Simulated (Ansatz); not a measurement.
Runs of Ansatz 0.2.0 on TaAs. Symmetry: I4_1md, No. 109, tetragonal system. The conventional cell has a = 3.444 Å, b = 3.444 Å, c = 11.736 Å, α = 90.00°, β = 90.00°, γ = 90.00°. Around Ta (site symmetry 2mm) lie 6 As at 2.61 to 2.62 Å. As (site symmetry 2mm) has 6 Ta at 2.61 to 2.62 Å as nearest neighbours. The cell is a database's computed one.

```tsv
task	level	potentials or basis	k mesh	cutoff (eV)	basis error allowed	pressure (GPa)	V0 of scaled cells (Å³/atom)	B0 (GPa)	largest force (eV/Å)
band structure	PBEsol	all-electron PAW datasets made for the crystal	11 × 11 × 11	420	-	-3.8	-	-	0.02
equation of state	PBEsol	all-electron LAPW, scalar-relativistic	11 × 11 × 11	-	0.001 eV/atom	-	17.04	191	-
band structure	PBEsol	all-electron LAPW, scalar-relativistic	11 × 11 × 11	272	0.002 eV/atom	-3.8	-	-	0.02
equation of state	LDA	all-electron LAPW, scalar-relativistic	11 × 11 × 11	-	0.002 eV/atom	-	16.70	200	-
single point	PBEsol	all-electron LAPW, scalar-relativistic	11 × 11 × 11	296	0.001 eV/atom	-3.8	-	-	0.02
band structure	PBEsol	all-electron LAPW, non-relativistic	11 × 11 × 11	269	0.002 eV/atom	(a)	-	-	(b)
band structure	PBEsol	all-electron LAPW, scalar-relativistic	8 × 8 × 8	272	0.002 eV/atom	-3.7	-	-	0.02
band structure	PBEsol	all-electron LAPW, inner shells corrected to Dirac's equation	11 × 11 × 11	272	0.002 eV/atom	-3.7	-	-	0.02
```

Alike in all rows: no spin polarisation; cell as given; smearing fermi-dirac 0.05 eV.

Task: Fill in the values left out.

Result: (a) 3.1; (b) 0.10.

Caveats: the cell was scaled at fixed shape and fractional positions, which overstates the stiffness of a crystal with free parameters, most of all of layers and chains (some runs); relativity is left out, which matters for the heavier elements (some runs); the k mesh is thin for a metal, which can move the energy by tens of meV per atom (some runs).

Not every run made on this cell is shown here.
